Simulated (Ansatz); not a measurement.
# C18Se: the cost of one run

All numbers below are computed with Ansatz 0.2.0 (DFT PBEsol, plane waves, PAW, scalar-relativistic, no spin polarisation).

1 further run of the same task is left out (it didn't finish).

## 1. The structure to begin with

The cell holds 19 atoms (C18Se): a = 7.398 Å, b = 7.398 Å, c = 12.000 Å, α = 90.00°, β = 90.00°, γ = 120.00°.

The coordinates stand in the first input below.

## 2. Relaxing end A

The input, input.yaml:

```yaml
crystal:
  lattice:
    - [7.398, 0.0, 0.0]
    - [-3.699, 6.406856, 0.0]
    - [0.0, 0.0, 12.0]
  atoms:
    - { symbol: C, position: [0.0, 0.0, 0.0833333] }
    - { symbol: C, position: [0.2222222, 0.1111111, 0.0833333] }
    - { symbol: C, position: [0.0, 0.3333333, 0.0833333] }
    - { symbol: C, position: [0.2222222, 0.4444444, 0.0833333] }
    - { symbol: C, position: [0.0, 0.6666667, 0.0833333] }
    - { symbol: C, position: [0.2222222, 0.7777778, 0.0833333] }
    - { symbol: C, position: [0.3333333, 0.0, 0.0833333] }
    - { symbol: C, position: [0.5555556, 0.1111111, 0.0833333] }
    - { symbol: C, position: [0.3333333, 0.3333333, 0.0833333] }
    - { symbol: C, position: [0.5555556, 0.4444444, 0.0833333] }
    - { symbol: C, position: [0.3333333, 0.6666667, 0.0833333] }
    - { symbol: C, position: [0.5555556, 0.7777778, 0.0833333] }
    - { symbol: C, position: [0.6666667, 0.0, 0.0833333] }
    - { symbol: C, position: [0.8888889, 0.1111111, 0.0833333] }
    - { symbol: C, position: [0.6666667, 0.3333333, 0.0833333] }
    - { symbol: C, position: [0.8888889, 0.4444444, 0.0833333] }
    - { symbol: C, position: [0.6666667, 0.6666667, 0.0833333] }
    - { symbol: C, position: [0.8888889, 0.7777778, 0.0833333] }
    - { symbol: Se, position: [0.4036163, 0.8176406, 0.23] }
basis:
  ecutwfc: 420.0
kpoints:
  mp_grid: { grid: [2, 2, 1] }
hamiltonian:
  xc: pbesol
scf:
  occupations: { method: fermi_dirac, width: 0.05 }
  lower_state_search: "off"
relax:
  f_tol: 0.03
  max_steps: 60
  adjacent_minimum: "off"
output:
  write_density: true
  write_potential: true
  elf: true
  volumetric_format: npy
```

The run is started by

```bash
$ ansatz run input.yaml --threads 1 --pin off --max-ram 3072MiB --backend cpu --events-out ev --progress --plain --runs-dir out
```

What time and memory should one allow on 1 thread of Arm Neoverse V1, shared host?

About 88 s, with a peak of 0.67 GiB.
